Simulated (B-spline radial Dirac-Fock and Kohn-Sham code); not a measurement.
# Internal conversion in Pm

The question: how often a nuclear transition in Pm ejects an electron in place of a γ ray, by multipolarity.

Method: internal conversion coefficients: Dirac-Hartree-Slater potential of the neutral atom with a Latter tail, no hole, finite nucleus with surface currents; computed with B-spline radial Dirac-Fock and Kohn-Sham code, version 5.

## 1. The system

Neutral promethium in the configuration 1s2 2s2 2p6 3s2 3p6 3d10 4s2 4p6 4d10 4f5 5s2 5p6 6s2.

- nuclear charge: 61
- electrons: 61
- mass number: 145
- nuclear rms radius: 4.962 fm

Outer shells as boxes (Hund's rule, for the drawing alone; heavy ions are jj-coupled, and the calculation averages over the configuration):

```
[Xe] core
4f [↑ ][↑ ][↑ ][↑ ][↑ ][  ][  ]
6s [↑↓]
```

## 2. 36.60 keV

The item in task.json (cfg lists n, l and electrons):

```json
{
  "Z": 61,
  "q": 0,
  "cfg": [[1, 0, 2], [2, 0, 2], [2, 1, 6], [3, 0, 2], [3, 1, 6], [3, 2, 10], [4, 0, 2], [4, 1, 6], [4, 2, 10], [4, 3, 5], [5, 0, 2], [5, 1, 6], [6, 0, 2]],
  "A": 145,
  "rrms": 4.962,
  "tag": "ground",
  "do": "conversion",
  "edges": {"K": 45184.0, "L1": 7428.0, "L2": 7013.0, "L3": 6459.0, "M1": 1650.0, "M2": 1471.4, "M3": 1357.0, "M4": 1052.0, "M5": 1027.0, "N1": 331.0, "N2": 242.0, "N3": 242.0, "N4": 120.0, "N5": 120.0, "N6": 4.0, "N7": 4.0, "O1": 38.0, "O2": 22.0, "O3": 22.0},
  "gamma": [24.1, 36.6, 50, 100.0, 243.0, 453.0, 673.0, 1480.0, 2030.0]
}
```

Started as:

```console
> python xray2_run.py task.json out
```

This run: transition_energy = 36.6.

The program writes no log. Results of the run, from its result record (rounded, main fields):

```text
status: converged
shells: ["L1", "L2", "L3", "M1", "M2", "M3", "M4", "M5", "N1", "N2", "N3", "N4", "N5", "N6", "N7", "O1", "O2", "O3", "P1"]
binding [eV]: [7428.0, 7013.0, 6459.0, 1650.0, 1471.4, 1357.0, 1052.0, 1027.0, 331.0, 242.0, 242.0, 120.0, 120.0, 8.16154, 7.60798, 45.6593, 28.349, 24.8236, 4.82828]
E1: [0.2785, 0.1193, 0.1719, 0.05769, 0.02378, 0.03501, 0.002511, 0.003286, 0.01355, 0.005246, 0.007681, 0.0005382, 0.0007006, 1.104e-06, 1.389e-06, 0.002325, 0.0007429, 0.001054, 0.0001877]
E2: [0.6244, 43.76, 57.21, 0.1674, 9.86, 13.15, 0.1454, 0.1594, 0.04152, 2.228, 2.957, 0.03151, 0.03415, 4.048e-05, 4.869e-05, 0.007207, 0.317, 0.4075, 0.0005826]
E3: [34.88, 3537.0, 4414.0, 8.601, 871.3, 1087.0, 45.22, 65.05, 2.115, 200.8, 248.1, 10.12, 14.53, 0.002363, 0.002343, 0.3667, 28.65, 34.29, 0.02964]
E4: [2120.0, 142800.0, 174700.0, 536.3, 39510.0, 47100.0, 11180.0, 13750.0, 133.1, 9337.0, 10950.0, 2546.0, 3118.0, 0.6624, 1.04, 23.13, 1338.0, 1520.0, 1.87]
M1: [3.197, 0.283, 0.0552, 0.6793, 0.0643, 0.01246, 0.0007804, 0.0005201, 0.1604, 0.01455, 0.002791, 0.0001716, 0.000113, 1.894e-07, 1.74e-07, 0.02755, 0.002071, 0.0003844, 0.002224]
M2: [142.9, 12.87, 56.98, 33.12, 3.171, 13.76, 0.178, 0.02182, 7.968, 0.7305, 3.122, 0.03993, 0.004807, 8.142e-06, 4.194e-06, 1.374, 0.1042, 0.4311, 0.111]
M3: [3390.0, 390.9, 9546.0, 924.3, 107.9, 2487.0, 31.27, 35.82, 230.0, 25.48, 573.6, 7.125, 8.09, 0.002305, 0.0002157, 39.97, 3.651, 79.44, 3.231]
M4: [69830.0, 10190.0, 512900.0, 23010.0, 3190.0, 153800.0, 2555.0, 13880.0, 5954.0, 774.5, 36500.0, 593.3, 3175.0, 0.8038, 0.4162, 1043.0, 111.5, 5084.0, 84.43]
```

## 3. 100.0 keV

This run: transition_energy = 100.0.

The program writes no log. Results of the run, from its result record (rounded, main fields):

```text
status: converged
shells: ["K", "L1", "L2", "L3", "M1", "M2", "M3", "M4", "M5", "N1", "N2", "N3", "N4", "N5", "N6", "N7", "O1", "O2", "O3", "P1"]
binding [eV]: [45184.0, 7428.0, 7013.0, 6459.0, 1650.0, 1471.4, 1357.0, 1052.0, 1027.0, 331.0, 242.0, 242.0, 120.0, 120.0, 8.16154, 7.60798, 45.6593, 28.349, 24.8236, 4.82828]
E1: [0.2263, 0.02317, 0.004377, 0.005604, 0.004787, 0.0009564, 0.001247, 3.369e-05, 4.286e-05, 0.001123, 0.0002146, 0.0002783, 7.456e-06, 9.434e-06, 5.306e-09, 6.886e-09, 0.0001927, 3.049e-05, 3.83e-05, 1.555e-05]
E2: [1.192, 0.1083, 0.3592, 0.3793, 0.02242, 0.08236, 0.08871, 0.0007335, 0.0007234, 0.005269, 0.01867, 0.02001, 0.000163, 0.0001593, 7.732e-08, 9.256e-08, 0.0009044, 0.002658, 0.002759, 7.299e-05]
E3: [5.039, 0.4429, 11.11, 10.53, 0.1001, 2.637, 2.525, 0.04334, 0.05458, 0.02405, 0.6024, 0.5726, 0.009739, 0.01224, 1.614e-06, 1.468e-06, 0.004148, 0.08586, 0.07904, 0.000335]
E4: [20.7, 3.615, 207.0, 185.9, 0.9907, 50.87, 45.63, 3.365, 3.492, 0.2475, 11.72, 10.4, 0.7632, 0.7888, 8.161e-05, 0.0001144, 0.04304, 1.672, 1.437, 0.00348]
M1: [1.322, 0.1704, 0.01384, 0.002614, 0.0362, 0.003194, 0.0006028, 1.834e-05, 1.342e-05, 0.008545, 0.0007249, 0.0001355, 4.094e-06, 2.971e-06, 1.851e-09, 1.906e-09, 0.001468, 0.0001032, 1.868e-05, 0.0001185]
M2: [11.64, 2.176, 0.2585, 0.4025, 0.4851, 0.06129, 0.09706, 0.001121, 0.0001689, 0.1158, 0.014, 0.02203, 0.0002524, 3.75e-05, 2.864e-08, 1.787e-08, 0.01993, 0.001995, 0.003041, 0.001609]
M3: [67.54, 21.4, 3.695, 18.7, 5.085, 0.9056, 4.709, 0.06362, 0.03434, 1.23, 0.2084, 1.079, 0.01443, 0.00775, 1.922e-06, 2.552e-07, 0.2125, 0.02973, 0.1492, 0.01717]
M4: [365.6, 204.3, 47.04, 411.2, 51.88, 11.94, 109.5, 2.052, 3.461, 12.74, 2.771, 25.38, 0.4686, 0.7874, 0.0001977, 5.424e-05, 2.208, 0.3959, 3.518, 0.1784]
```

## 4. 453.0 keV

This run: transition_energy = 453.0.

The program writes no log. Results of the run, from its result record (rounded, main fields):

```text
status: converged
shells: ["K", "L1", "L2", "L3", "M1", "M2", "M3", "M4", "M5", "N1", "N2", "N3", "N4", "N5", "N6", "N7", "O1", "O2", "O3", "P1"]
binding [eV]: [45184.0, 7428.0, 7013.0, 6459.0, 1650.0, 1471.4, 1357.0, 1052.0, 1027.0, 331.0, 242.0, 242.0, 120.0, 120.0, 8.16154, 7.60798, 45.6593, 28.349, 24.8236, 4.82828]
E1: [0.00445, 0.0005179, 3.36e-05, 3.8e-05, 0.0001084, 7.738e-06, 8.894e-06, 5.914e-08, 8.557e-08, 2.55e-05, 1.755e-06, 2.005e-06, 1.331e-08, 1.915e-08, 2.208e-12, 3.87e-12, 4.377e-06, 2.5e-07, 2.765e-07, 3.535e-07]
E2: [0.0132, 0.001548, 0.0004745, 0.0002987, 0.0003249, 0.0001105, 7.082e-05, 3.752e-07, 3.264e-07, 7.649e-05, 2.514e-05, 1.602e-05, 8.456e-08, 7.306e-08, 9.045e-12, 1.327e-11, 1.313e-05, 3.582e-06, 2.21e-06, 1.06e-06]
E3: [0.03564, 0.004367, 0.003947, 0.001771, 0.0009258, 0.0009285, 0.0004233, 2.725e-06, 2.195e-06, 0.0002185, 0.0002116, 9.589e-05, 6.153e-07, 4.929e-07, 4.834e-11, 4.822e-11, 3.754e-05, 3.016e-05, 1.324e-05, 3.031e-06]
E4: [0.09403, 0.0125, 0.02291, 0.008756, 0.0027, 0.005438, 0.002105, 3.935e-05, 2.252e-05, 0.00064, 0.001242, 0.0004775, 8.911e-06, 5.077e-06, 3.248e-10, 2.775e-10, 0.00011, 0.0001771, 6.593e-05, 8.887e-06]
M1: [0.02185, 0.002773, 0.0001653, 3.151e-05, 0.0005878, 3.853e-05, 7.409e-06, 5.754e-08, 6.033e-08, 0.0001387, 8.765e-06, 1.672e-06, 1.296e-08, 1.351e-08, 1.61e-12, 2.656e-12, 2.382e-05, 1.249e-06, 2.307e-07, 1.924e-06]
M2: [0.07226, 0.01009, 0.0009723, 0.0003304, 0.002169, 0.0002282, 7.92e-05, 6.533e-07, 1.862e-07, 0.0005133, 5.2e-05, 1.795e-05, 1.476e-07, 4.17e-08, 6.687e-12, 7.309e-12, 8.823e-05, 7.409e-06, 2.478e-06, 7.126e-06]
M3: [0.2041, 0.03172, 0.004562, 0.003575, 0.006929, 0.001079, 0.0008723, 8.755e-06, 1.637e-06, 0.001646, 0.0002463, 0.0001985, 1.983e-06, 3.685e-07, 6.123e-11, 2.35e-11, 0.0002831, 3.51e-05, 2.742e-05, 2.287e-05]
M4: [0.5641, 0.09796, 0.01929, 0.025, 0.02176, 0.004599, 0.006192, 8.148e-05, 2.975e-05, 0.005189, 0.001052, 0.001414, 1.849e-05, 6.73e-06, 1.194e-09, 1.604e-10, 0.0008932, 0.0001499, 0.0001954, 7.216e-05]
```

## 5. 1480 keV

This run: transition_energy = 1480.0.

The program writes no log. Results of the run, from its result record (rounded, main fields):

```text
status: converged
shells: ["K", "L1", "L2", "L3", "M1", "M2", "M3", "M4", "M5", "N1", "N2", "N3", "N4", "N5", "N6", "N7", "O1", "O2", "O3", "P1"]
binding [eV]: [45184.0, 7428.0, 7013.0, 6459.0, 1650.0, 1471.4, 1357.0, 1052.0, 1027.0, 331.0, 242.0, 242.0, 120.0, 120.0, 8.16154, 7.60798, 45.6593, 28.349, 24.8236, 4.82828]
E1: [0.0004226, 5.024e-05, 1.277e-06, 1.691e-06, 1.054e-05, 2.971e-07, 3.989e-07, 7.335e-10, 2.075e-09, 2.482e-06, 6.755e-08, 9.011e-08, 1.656e-10, 4.656e-10, 1.187e-14, 5.033e-14, 4.261e-07, 9.621e-09, 1.243e-08, 3.439e-08]
E2: [0.000921, 0.0001118, 6.713e-06, 3.584e-06, 2.355e-05, 1.568e-06, 8.493e-07, 2.2e-09, 3.215e-09, 5.547e-06, 3.568e-07, 1.92e-07, 4.971e-10, 7.213e-10, 2.242e-14, 7.251e-14, 9.526e-07, 5.083e-08, 2.649e-08, 7.689e-08]
E3: [0.001738, 0.0002172, 2.577e-05, 7.54e-06, 4.594e-05, 6.045e-06, 1.793e-06, 5.9e-09, 5.577e-09, 1.083e-05, 1.377e-06, 4.057e-07, 1.333e-09, 1.252e-09, 4.77e-14, 1.152e-13, 1.861e-06, 1.961e-07, 5.598e-08, 1.502e-07]
E4: [0.00306, 0.000395, 7.617e-05, 1.643e-05, 8.402e-05, 1.793e-05, 3.924e-06, 2.33e-08, 1.16e-08, 1.984e-05, 4.087e-06, 8.886e-07, 5.273e-09, 2.606e-09, 1.186e-13, 1.972e-13, 3.408e-06, 5.823e-07, 1.226e-07, 2.751e-07]
M1: [0.001268, 0.0001579, 5.842e-06, 1.64e-06, 3.337e-05, 1.365e-06, 3.873e-07, 7.73e-10, 1.943e-09, 7.867e-06, 3.107e-07, 8.745e-08, 1.746e-10, 4.359e-10, 1.099e-14, 4.771e-14, 1.351e-06, 4.425e-08, 1.207e-08, 1.091e-07]
M2: [0.002867, 0.0003673, 1.96e-05, 3.373e-06, 7.797e-05, 4.592e-06, 8.008e-07, 2.893e-09, 2.778e-09, 1.84e-05, 1.045e-06, 1.811e-07, 6.538e-10, 6.234e-10, 2.023e-14, 6.384e-14, 3.161e-06, 1.489e-07, 2.499e-08, 2.551e-07]
M3: [0.005194, 0.0006869, 5.042e-05, 1.086e-05, 0.0001465, 1.185e-05, 2.609e-06, 1.513e-08, 4.755e-09, 3.461e-05, 2.699e-06, 5.917e-07, 3.425e-09, 1.068e-09, 4.987e-14, 9.48e-14, 5.948e-06, 3.845e-07, 8.167e-08, 4.801e-07]
M4: [0.008828, 0.001208, 0.0001161, 3.784e-05, 0.000259, 2.737e-05, 9.167e-06, 6.862e-08, 1.294e-08, 6.127e-05, 6.24e-06, 2.082e-06, 1.554e-08, 2.912e-09, 2.28e-13, 1.54e-13, 1.053e-05, 8.892e-07, 2.875e-07, 8.5e-07]
```

## 6. What follows from the records

Total coefficients, summed over the shells:

```csv
energy (keV),E1,M1,E2,M2,E3,M3,deepest shell
36.60,0.724,4.50,131,277,10600,17900,L1
100.0,0.268,1.56,2.28,15.3,33.9,125,K
453.0,0.00520,0.0256,0.0162,0.0868,0.0486,0.255,K
1480,4.90e-04,0.00148,0.00108,0.00336,0.00206,0.00615,K
```

Subshell ratios at 453.0 keV, which tell multipoles apart:

```csv
multipole,L1/L2,L1/L3,K/L
E1,15.4,13.6,7.55
M1,16.8,88.0,7.36
E2,3.26,5.18,5.69
M2,10.4,30.5,6.34
E3,1.11,2.47,3.53
M3,6.95,8.87,5.12
```

## 7. Results

| quantity | value |
| --- | --- |
| E1, M1, E2 at 453.0 keV | 0.00520, 0.0256, 0.0162 |
| share of decays by electrons for M1 there | 2.50 % |

**Reading.** At 453.0 keV γ emission outweighs conversion for every multipole up to E3 and M3. The K shell opens within this range. L1/L3 is 88.0 for M1 and 5.18 for E2, so the L lines reveal the mixture. Pair formation and nuclear penetration beyond the surface-current model are left out.
